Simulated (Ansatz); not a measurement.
# Ni: the cost of one run

Program: Ansatz 0.2.0. Level of theory: DFT PBE, scalar-relativistic, plane waves, PAW. These are calculated values, not measurements.

### 1 The system as given

It takes space group F-43m (No. 216, cubic). The conventional cell has a = 5.960 Å, b = 5.960 Å, c = 5.960 Å, α = 90.00°, β = 90.00°, γ = 90.00°. In (site symmetry -43m) has 4 P at 2.58 Å as nearest neighbours. Around P (site symmetry -43m) lie 4 In at 2.58 Å.

Structure file:

```xyz
2
Lattice="0.0000 2.9799 2.9799 2.9799 0.0000 2.9799 2.9799 2.9799 0.0000" Properties=species:S:1:pos:R:3 pbc="T T T"
In    0.0000    0.0000    0.0000
P     4.4698    4.4698    4.4698
```

It goes back to an entry of the Materials Project.

It is the result of an earlier relaxation at this level (volume 26.46 Å³/atom; gap on the mesh: 0.44 eV).

### 2 The second crystal, Ni

Symmetry: Fm-3m, No. 225, cubic system. The conventional cell has a = 3.475 Å, b = 3.475 Å, c = 3.475 Å, α = 90.00°, β = 90.00°, γ = 90.00°. Ni (site symmetry m-3m) has 12 Ni at 2.46 Å as nearest neighbours.

### 3 A first look at the start (Ni)

Input file input.yaml:

```yaml
crystal:
  lattice:
    - [0.0, 1.73757293, 1.73757293]
    - [1.73757293, 0.0, 1.73757293]
    - [1.73757293, 1.73757293, 0.0]
  atoms:
    - { symbol: Ni, position: [0.0, 0.0, 0.0], spin: 2.0 }
basis:
  ecutwfc: 420
kpoints:
  mp_grid: { grid: [8, 8, 8] }
hamiltonian:
  xc: pbe
scf:
  occupations: { method: gaussian, width: 0.1 }
  lower_state_search: "off"
output:
  forces: true
  stress: true
  eigenvalues: true
  populations: true
magnetization:
  spin_polarized: true
```

Run with:

```sh
$ ansatz run input.yaml --threads 4 --pin off --max-ram 8192MiB --backend cpu --events-out ev --progress --plain --runs-dir out
```

What time and memory should one allow on 4 threads of Arm Neoverse V1, shared host?

About 1.1 s, with a peak of 0.25 GiB.
